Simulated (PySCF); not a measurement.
# A gas-phase reaction: ClHOZn + CuHO → ClCuOZn + H2O

What reaction energy should one expect for `[OH][Zn][Cl]` + `[OH][Cu]` → `[Cl][Zn][O][Cu]` + `O`?

Computed with PySCF 2.14.0; each step states its level. No surroundings beyond the atoms listed, unless a continuum is named. Atoms count from 0, parts from 1.

## (1) The system as given

Each species was relaxed by itself at PBE0-D3(BJ)/def2-SVPD.

## (2) Reaction energy: wB97M-D3(BJ)/def2-TZVPD

Job settings and geometry (Å):

```
{"job": {"kind": "react", "xc": "wB97M-D3(BJ)", "basis": "def2-TZVPD"}, "charge": 0, "multiplicity": 1}
-1 ClHOZn charge 0 multiplicity 1
O     -0.344720    -0.791640    -0.987550
Zn     0.159860     0.084550     0.471150
Cl     0.780790     0.986810     2.276970
H     -0.595920    -0.279730    -1.760570

-1 CuHO charge 0 multiplicity 1
O     -0.292210    -0.354920     0.331980
Cu    -0.247710     0.723920    -1.092160
H      0.564100    -0.367750     0.772120

+1 ClCuOZn charge 0 multiplicity 1
Cl    -0.522150    -2.354850     1.189810
Zn     0.159360    -0.519850     0.355790
O      0.788400     0.987640    -0.306170
Cu    -0.425600     1.887060    -1.239430

+1 H2O charge 0 multiplicity 1
O     -0.004700     0.389370     0.000410
H     -0.760470    -0.203900     0.000380
H      0.765210    -0.185430    -0.000800
```

Level: wB97M-D3(BJ)/def2-TZVPD reaction energy of separated species, gas phase.

Started as:

```console
OMP_NUM_THREADS=1 python cluster_run.py task.json out
```

This one command runs all jobs of the session in turn.

**Question.** The jobs that follow are: PBE0-D3(BJ)/def2-TZVPD reaction energy of separated species, gas phase; MP2/def2-TZVPD reaction energy of separated species, gas phase. Predict: reaction energy (wB97M-D3(BJ)/def2-TZVPD); ΔH, ΔG at 298 K (xTB thermal terms). Thermal terms come from harmonic xTB runs on each species.

As calculated:

| quantity | value |
| --- | --- |
| reaction energy (wB97M-D3(BJ)/def2-TZVPD) | -3.42 kcal/mol |
| ΔH, ΔG at 298 K (xTB thermal terms) | -3.0, -2.0 kcal/mol |
| range of the reaction energy over the runs of this table | -8.67 to -3.42 kcal/mol |

In words: The reaction is exothermic by 3.0 kcal/mol in the gas phase; dispersion gives -0.15, and xTB itself gave -5.87 for the electronic energy (xTB energies and thermal terms come from the earlier relaxation of each species, not shown). No barrier was sought. The reaction energy runs from -8.67 (MP2/def2-TZVPD) to -3.42 kcal/mol (wB97M-D3(BJ)/def2-TZVPD).
